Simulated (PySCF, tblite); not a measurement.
# C₄H₁₀BNO: geometry, infrared bands and NMR shifts

Wanted: the infrared bands and NMR shifts of C₄H₁₀BNO (`CC#[N+][BH2-]COC`), by calculation.

The runs use tblite 0.8.0 and PySCF 2.14.0, with density-fitted response routines of our own; the level of theory stands in each step. All values are computed, except where a source is named. Atoms are numbered from 0 throughout.

### 1 The starting structure

17 atoms, charge 0, multiplicity 1; geometry from: force field or distance geometry start.

Bonds of the start (Å): C0–C1 1.48, C1–N2 1.16, N2–B3 1.50, B3–C4 1.58, C4–O5 1.38, O5–C6 1.41, C0–H7 1.10, C0–H8 1.12, C0–H9 1.12, B3–H10 1.20, B3–H11 1.19, C4–H12 1.13, C4–H13 1.11, C6–H14 1.10, C6–H15 1.12, C6–H16 1.12.

### 2 Relaxing the molecule with GFN2-xTB

What the job is given:

```
{"job": {"kind": "relax", "xc": "GFN2-xTB", "basis": "xTB"}, "charge": 0, "multiplicity": 1}
C      3.326000     0.650400     0.275100
C      2.017200     0.342200    -0.354500
N      1.000700     0.090700    -0.855200
B     -0.300900    -0.213900    -1.536500
C     -1.446000     0.009500    -0.472500
O     -1.013700     0.359300     0.791400
C     -2.200600     0.514400     1.534200
H      3.329300     0.405600     1.343800
H      3.548300     1.736500     0.089300
H      4.150600     0.116700    -0.256700
H     -0.314300    -1.334200    -1.957900
H     -0.446900     0.524600    -2.457000
H     -1.994600    -0.967500    -0.323200
H     -2.169600     0.757100    -0.848500
H     -1.968600     0.798800     2.573700
H     -2.769600     1.320200     1.009400
H     -2.754200    -0.448900     1.435100
```

The run is started by

```sh
$ OMP_NUM_THREADS=1 python probes_run.py task.json out
```

The driver reads the jobs from task.json and runs them one after another.

Standard output:

```text
step      E/eV     max force
  0    -593.82656    1.518
  1    -593.97191    0.891
  2    -594.02845    3.194
  3    -594.09974    1.783
  4    -594.14817    0.867
  5    -594.21246    0.509
  6    -594.24499    0.635
  7    -594.27577    0.420
  8    -594.29268    0.298
  9    -594.30482    0.228
 10    -594.31385    0.262
 11    -594.31977    0.196
 12    -594.32364    0.123
 13    -594.32694    0.145
 14    -594.33032    0.190
 15    -594.33342    0.156
 16    -594.33568    0.111
 17    -594.33743    0.114
 18    -594.33916    0.101
 19    -594.34111    0.116
 20    -594.34303    0.099
 21    -594.34446    0.081
 22    -594.34535    0.063
 23    -594.34595    0.059
 24    -594.34647    0.053
 25    -594.34699    0.059
 26    -594.34749    0.062
 27    -594.34801    0.064
 28    -594.34863    0.084
 29    -594.34946    0.084
 30    -594.35043    0.087
 31    -594.35126    0.066
 32    -594.35182    0.050
 33    -594.35222    0.049
 34    -594.35263    0.057
 35    -594.35312    0.070
 36    -594.35362    0.066
 37    -594.35412    0.058
 38    -594.35472    0.067
 39    -594.35555    0.086
 40    -594.35655    0.083
 41    -594.35749    0.077
 42    -594.35826    0.071
 43    -594.35904    0.080
 44    -594.36022    0.119
 45    -594.36192    0.127
 46    -594.36384    0.106
 47    -594.36561    0.090
 48    -594.36736    0.088
 49    -594.36949    0.117
 50    -594.37200    0.119
 51    -594.37404    0.098
 52    -594.37512    0.074
 53    -594.37571    0.096
 54    -594.37622    0.067
 55    -594.37670    0.061
 56    -594.37720    0.043
 57    -594.37734    0.033
 58    -594.37746    0.022
 59    -594.37752    0.018
 60    -594.37758    0.020
 61    -594.37767    0.022
 62    -594.37775    0.020
 63    -594.37783    0.018
 64    -594.37789    0.024
 65    -594.37799    0.031
 66    -594.37814    0.037
 67    -594.37836    0.035
 68    -594.37863    0.043
 69    -594.37892    0.046
 70    -594.37924    0.042
 71    -594.37952    0.038
 72    -594.37970    0.030
 73    -594.37979    0.024
 74    -594.37984    0.019
 75    -594.37989    0.017
 76    -594.37994    0.024
 77    -594.37997    0.025
 78    -594.38000    0.017
 79    -594.38003    0.014
 80    -594.38007    0.017
 81    -594.38011    0.031
 82    -594.38016    0.033
 83    -594.38020    0.025
 84    -594.38025    0.016
 85    -594.38030    0.021
 86    -594.38036    0.033
 87    -594.38044    0.038
 88    -594.38054    0.035
 89    -594.38067    0.030
 90    -594.38083    0.040
 91    -594.38106    0.062
 92    -594.38142    0.083
 93    -594.38192    0.090
 94    -594.38246    0.066
 95    -594.38289    0.042
 96    -594.38042    0.241
 97    -594.38325    0.034
 98    -594.38342    0.031
 99    -594.38371    0.086
100    -594.38399    0.028
101    -594.38414    0.028
102    -594.38460    0.057
103    -594.38489    0.032
104    -594.38534    0.057
105    -594.38571    0.065
106    -594.38613    0.086
107    -594.38651    0.061
108    -594.38721    0.104
109    -594.38803    0.048
110    -594.38868    0.062
111    -594.38996    0.077
112    -594.39152    0.098
113    -594.39360    0.119
114    -594.38763    0.344
115    -594.39630    0.103
116    -594.39755    0.098
117    -594.39991    0.178
118    -594.40161    0.103
119    -594.40317    0.081
120    -594.40641    0.100
121    -594.40764    0.122
122    -594.40929    0.126
123    -594.41104    0.079
124    -594.41209    0.148
125    -594.41296    0.074
126    -594.41330    0.106
127    -594.41400    0.054
128    -594.41453    0.045
129    -594.41511    0.046
130    -594.41559    0.051
131    -594.41602    0.058
132    -594.41646    0.051
133    -594.41689    0.050
134    -594.41739    0.066
135    -594.41804    0.087
136    -594.41909    0.122
137    -594.42040    0.118
138    -594.42177    0.090
139    -594.42266    0.077
140    -594.42312    0.049
141    -594.42348    0.048
142    -594.42382    0.034
143    -594.42401    0.015
144    -594.42405    0.013
145    -594.42407    0.009
```

Run time: 2.6 s. Hardware: 1 thread of AMD EPYC, shared host; peak memory 0.18 GiB.

The steps of the relaxation: (not every step is listed)

| step | energy from step 0 (eV) | largest force (eV/Å) |
| --- | --- | --- |
| 0 | 0.0000 | 1.5175 |
| 1 | -0.1454 | 0.8915 |
| 2 | -0.2019 | 3.1945 |
| 3 | -0.2732 | 1.7828 |
| 4 | -0.3216 | 0.8670 |
| 5 | -0.3859 | 0.5089 |
| 6 | -0.4184 | 0.6353 |
| 7 | -0.4492 | 0.4200 |
| 8 | -0.4661 | 0.2982 |
| 21 | -0.5179 | 0.0813 |
| 34 | -0.5261 | 0.0569 |
| 47 | -0.5390 | 0.0899 |
| 60 | -0.5510 | 0.0198 |
| 73 | -0.5532 | 0.0242 |
| 86 | -0.5538 | 0.0334 |
| 99 | -0.5571 | 0.0856 |
| 112 | -0.5650 | 0.0980 |
| 125 | -0.5864 | 0.0737 |
| 138 | -0.5952 | 0.0896 |
| 140 | -0.5966 | 0.0493 |
| 141 | -0.5969 | 0.0478 |
| 142 | -0.5973 | 0.0338 |
| 143 | -0.5974 | 0.0147 |
| 144 | -0.5975 | 0.0131 |
| 145 | -0.5975 | 0.0094 |

Close pairs (by a distance rule), those that changed most:

| bond | before (Å) | after (Å) | change (Å) |
| --- | --- | --- | --- |
| B3–C4 | 1.579 | 1.648 | +0.069 |
| C0–C1 | 1.485 | 1.430 | -0.054 |
| C4–O5 | 1.381 | 1.425 | +0.044 |
| C0–H8 | 1.124 | 1.090 | -0.034 |
| N2–B3 | 1.500 | 1.468 | -0.033 |
| C4–H12 | 1.130 | 1.100 | -0.031 |
| C0–H9 | 1.117 | 1.090 | -0.027 |
| C6–H15 | 1.117 | 1.100 | -0.017 |

The final coordinates are the input of the step that follows.

### 3 Infrared spectrum with GFN2-xTB

What the job is given:

```
{"job": {"kind": "ir", "xc": "GFN2-xTB", "basis": "xTB"}, "charge": 0, "multiplicity": 1}
C      3.068132     0.862046     0.249803
C      1.929962     0.388869    -0.476073
N      1.021912     0.007347    -1.066284
B     -0.249963    -0.469551    -1.622400
C     -1.390223     0.150848    -0.606985
O     -1.077220    -0.138755     0.752776
C     -2.052519     0.316773     1.644566
H      2.850315     0.826879     1.317500
H      3.291819     1.889502    -0.038027
H      3.933012     0.233124     0.038169
H     -0.196887    -1.656819    -1.589716
H     -0.353163    -0.023120    -2.720685
H     -2.373024    -0.277116    -0.853156
H     -1.480990     1.243878    -0.720026
H     -1.730775     0.035320     2.647108
H     -2.165704     1.410222     1.593926
H     -3.031681    -0.137954     1.439595
```

Standard output:

```text
mode    cm-1     km/mol
  1      33.9      0.03
  2      41.4      5.41
  3      79.8      8.00
  4     114.3      1.50
  5     160.9      0.36
  6     213.7      0.20
  7     232.9      3.58
  8     294.2      1.80
  9     333.3      0.13
 10     366.7      2.63
 11     479.9      2.80
 12     679.4     15.93
 13     741.9      9.41
 14     819.3      0.43
 15     893.1      5.95
 16     943.7      4.02
 17     993.7     27.43
 18     999.8     14.95
 19    1007.1      7.13
 20    1046.9     67.20
 21    1077.3    136.48
 22    1094.1     87.21
 23    1138.2      2.88
 24    1165.7      9.53
 25    1171.0     22.88
 26    1223.4     22.89
 27    1309.8     27.39
 28    1367.0     25.99
 29    1411.2      4.65
 30    1414.7     13.71
 31    1415.0     15.03
 32    1476.1      2.23
 33    1498.8      6.62
 34    1506.0      2.86
 35    2394.5     31.50
 36    2454.0    177.52
 37    2467.1    171.31
 38    2818.4    118.35
 39    2855.6     86.02
 40    2870.3     69.57
 41    2893.0     93.56
 42    3003.4     40.21
 43    3005.2      3.04
 44    3006.4      1.67
 45    3010.8      2.01
```

Wall time 1.7 s (1 thread of AMD EPYC, shared host); peak memory 0.18 GiB.

Which atoms move in the most intense modes:

| cm⁻¹ | km/mol | atoms |
| --- | --- | --- |
| 1077 | 136.5 | N2 29 %, C0 23 %, C1 14 %, B3 11 % |
| 1094 | 87.2 | O5 48 %, C6 27 %, C4 13 % |
| 2454 | 177.5 | H11 80 %, H10 10 % |
| 2467 | 171.3 | H10 81 %, H11 11 % |
| 2818 | 118.3 | H13 78 %, H12 14 % |
| 2856 | 86.0 | H15 70 %, H16 21 % |
| 2870 | 69.6 | H12 77 %, H13 15 % |
| 2893 | 93.6 | H16 70 %, H15 23 % |

### 4 NMR shieldings: PBE0/pcSseg-1

The job, as its differences from that of step 3:

```diff
@@ -1,2 +1,2 @@
-{"job": {"kind": "ir", "xc": "GFN2-xTB", "basis": "xTB"}, "charge": 0, "multiplicity": 1}
+{"job": {"kind": "nmr", "xc": "PBE0", "basis": "pcSseg-1"}, "charge": 0, "multiplicity": 1}
 C      3.068132     0.862046     0.249803
```

Level: GIAO PBE0/pcSseg-1 NMR shielding, non-relativistic, gas phase.

Standard output:

```text
coarse grid: 13784 points
cycle   1  E = -312.6523146810  dE =  8.467e-01  |g| = 6.731e-01  |ddm| = 3.449e+00
cycle   2  E = -312.4238092862  dE =  2.285e-01  |g| = 1.246e+00  |ddm| = 1.715e+00
cycle   3  E = -312.7578567953  dE = -3.340e-01  |g| = 2.048e-01  |ddm| = 1.087e+00
cycle   4  E = -312.7648781745  dE = -7.021e-03  |g| = 9.159e-02  |ddm| = 1.620e-01
cycle   5  E = -312.7664703959  dE = -1.592e-03  |g| = 1.955e-02  |ddm| = 6.424e-02
cycle   6  E = -312.7665543506  dE = -8.395e-05  |g| = 3.678e-03  |ddm| = 1.687e-02
cycle   7  E = -312.7665570879  dE = -2.737e-06  |g| = 1.006e-03  |ddm| = 2.985e-03
final grid: 131960 points
cycle   8  E = -312.8157328500  dE = -3.304e-05  |g| = 1.207e-02  |ddm| = 2.838e-02
cycle   9  E = -312.8157115391  dE =  2.131e-05  |g| = 1.651e-02  |ddm| = 1.724e-02
cycle  10  E = -312.8157610534  dE = -4.951e-05  |g| = 2.033e-03  |ddm| = 1.026e-02
cycle  11  E = -312.8157619212  dE = -8.678e-07  |g| = 5.455e-04  |ddm| = 1.647e-03
cycle  12  E = -312.8157619776  dE = -5.640e-08  |g| = 1.904e-04  |ddm| = 4.152e-04
cycle  13  E = -312.8157619849  dE = -7.304e-09  |g| = 3.708e-05  |ddm| = 1.398e-04
cycle  14  E = -312.8157619852  dE = -3.425e-10  |g| = 7.792e-06  |ddm| = 4.130e-05
converged SCF energy = -312.8157619852

GIAO shielding tensors (ppm)
atom      isotropic    diamagn.    paramagn.     s11        s22        s33       span
  0 C      184.956     248.779     -63.823    177.179    177.446    200.243     23.064
  1 C       70.330     272.533    -202.203    -21.789    -16.822    249.600    271.389
  2 N       33.969     332.241    -298.272   -118.798   -110.318    331.022    449.819
  3 B      134.635     189.170     -54.535    122.982    134.282    146.640     23.657
  4 C      111.160     248.475    -137.314     72.104     94.900    166.476     94.372
  5 O      318.750     402.106     -83.356    301.553    311.005    343.690     42.137
  6 C      122.529     243.580    -121.051     91.001     93.191    183.394     92.392
  7 H       29.212      29.846      -0.634     23.949     27.917     35.769     11.820
  8 H       29.410      26.436       2.974     24.575     27.185     36.471     11.895
  9 H       29.399      25.360       4.039     24.465     27.021     36.710     12.245
 10 H       29.566      30.463      -0.897     26.199     29.317     33.183      6.984
 11 H       29.996      29.633       0.363     26.578     29.695     33.715      7.137
 12 H       28.563      31.463      -2.900     25.588     27.501     32.599      7.011
 13 H       28.674      33.124      -4.449     24.792     27.486     33.744      8.952
 14 H       27.888      30.250      -2.362     23.853     25.436     34.375     10.522
 15 H       28.497      30.225      -1.728     24.658     26.581     34.253      9.595
 16 H       28.370      29.060      -0.689     24.605     26.120     34.386      9.781
```

Run time: 56 s. Hardware: 1 thread of AMD EPYC, shared host; peak memory 0.74 GiB.

The references, computed at this level on geometries of the same kind, shield at (ppm): 1H TMS 31.72, 13C TMS 186.9, 15N NH3 267.7, 17O H2O 336.1, 11B BF3·OEt2 100.1. Their shielding less the atom's gives the shift. The references are single molecules in the gas phase, so shifts against H2O, NH3, PH3, H3PO4 or CFCl3 are not on the usual liquid scales and can be off by tens of ppm. Atoms listed in one row are averaged.

| atoms | environment | σ (ppm) | δ (ppm) | δ scaled to CDCl3 |
| --- | --- | --- | --- | --- |
| C1 | nitrilium-type carbon | 70.3 | 116.6 | 111.9 |
| C4 | sp3 CH2 bonded to B and O | 111.2 | 75.8 | 72.0 |
| C6 | methyl carbon bonded to O | 122.5 | 64.4 | 60.9 |
| C0 | methyl carbon α to a nitrile | 185.0 | 2.0 | 0.0 |
| H14, H15, H16 | hydrogen on a methyl carbon bonded to O | 28.25 | 3.47 | 3.37 |
| H12, H13 | hydrogen on an sp3 CH2 bonded to B and O | 28.62 | 3.10 | 3.03 |
| H7, H8, H9 | hydrogen on a methyl carbon α to a nitrile | 29.34 | 2.38 | 2.35 |
| H10, H11 | hydrogen on a boron bonded to C, N | 29.78 | 1.94 | – |
| N2 | donor nitrogen of a Lewis adduct | 34.0 | 233.8 | – |
| B3 | boron bonded to C, N, 2 H | 134.6 | -34.6 | – |
| O5 | ether oxygen | 318.7 | 17.3 | – |

The scaled column applies a straight-line fit of computed shieldings to shifts measured in CDCl3 (root-mean-square error 0.16 ppm for H, 1.9 ppm for C).

Charges from the same density, by scheme (e):

| atoms | Mulliken | IAO | Hirshfeld | ESP fit |
| --- | --- | --- | --- | --- |
| C0 | -0.18 | -0.45 | -0.06 | -0.56 |
| C1 | 0.19 | 0.22 | 0.18 | 0.43 |
| N2 | -0.27 | 0.04 | 0.00 | -0.13 |
| B3 | 0.11 | -0.25 | -0.05 | -0.11 |
| C4 | -0.14 | -0.16 | -0.07 | 0.11 |
| O5 | -0.54 | -0.41 | -0.16 | -0.33 |
| C6 | -0.01 | -0.19 | -0.05 | -0.15 |

Mayer bond orders: C0–C1 1.05, C1–N2 2.61, N2–B3 0.74, B3–C4 0.88, C4–O5 0.87, O5–C6 0.96.

### 5 Results

| quantity | value |
| --- | --- |
| strongest single infrared mode (GFN2-xTB) | 2454 cm⁻¹, 178 km/mol |
| zero-point energy (GFN2-xTB) | 85.1 kcal/mol |
| 13C shifts against TMS (PBE0/pcSseg-1) | 116.6, 75.8, 64.4, 2.0 ppm |
| 1H shifts against TMS (PBE0/pcSseg-1, means over atoms taken as alike) | 3.47, 3.10, 2.38, 1.94 ppm |
| 15N shifts against NH3 (PBE0/pcSseg-1) | 233.8 ppm |
| 11B shifts against BF3·OEt2 (PBE0/pcSseg-1) | -34.6 ppm |
| 17O shifts against H2O (PBE0/pcSseg-1) | 17.3 ppm |

Over 145 steps the energy fell by 0.598 eV; of the close pairs, B3–C4 changed most, 1.579 to 1.648 Å. No mode is imaginary among the 45: a minimum at this level. The strongest single mode, at 2454 cm⁻¹, moves mainly H11. Unscaled tight-binding wavenumbers are off by several per cent, some by more. Its intensities can rank the bands wrongly. H14, H15, H16 (mean) (hydrogen on a methyl carbon bonded to O) lies farthest downfield among hydrogen, at 3.47 ppm; its carbon carries O, which withdraws density. At PBE0/pcSseg-1: The largest span, 450 ppm, is at N2, where the paramagnetic term is -298 ppm.
